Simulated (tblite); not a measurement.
# C3H10O2SeSi: the cost of one run

Programs: tblite 0.8.0 and PySCF 2.14.0, with density-fitted response routines of our own. Each step states its level of theory. These are calculated values for one molecule in the gas phase, unless marked as measured. Atoms count from 0, in the outputs and in this text.

### 1 The starting structure

17 atoms, charge 0, multiplicity 1; geometry from: force field or distance geometry start.

Bonds of the start (Å): C0–O1 1.42, O1–Si2 1.70, Si2–O3 1.71, O3–C4 1.38, C4–C5 1.53, C5–Se6 1.92, C0–H7 1.11, C0–H8 1.12, C0–H9 1.11, Si2–H10 1.49, Si2–H11 1.49, C4–H12 1.10, C4–H13 1.13, C5–H14 1.12, C5–H15 1.11, Se6–H16 1.54.

### 2 Optimising the geometry with GFN2-xTB

Job settings and geometry (Å):

```
{"job": {"kind": "relax", "xc": "GFN2-xTB", "basis": "xTB"}, "charge": 0, "multiplicity": 1}
C      3.561400     0.137900     0.224400
O      2.581600    -0.881800     0.313800
Si     1.168800    -0.225400    -0.375800
O     -0.142200    -0.627300     0.653900
C     -1.298600     0.000400     0.228300
C     -2.516400    -0.318000     1.097900
Se    -4.004700     0.637600     0.350500
H      4.076900     0.283000     1.193700
H      3.085300     1.120100    -0.031000
H      4.253100    -0.195300    -0.571100
H      0.943100    -0.745900    -1.757500
H      1.248000     1.261500    -0.394800
H     -1.572800    -0.248800    -0.802900
H     -1.090700     1.102900     0.355900
H     -2.331600    -0.041400     2.172300
H     -2.607100    -1.419500     1.081900
H     -5.360900     0.171900     0.900000
```

Command:

```bash
> OMP_NUM_THREADS=1 python probes_run.py task.json out
```

The driver reads the jobs from task.json and runs them one after another.

**Question.** How long does this first job take on 1 thread of Arm Neoverse N1, shared host, and how much memory does it need?

About 1.3 s, with a peak of 0.18 GiB.
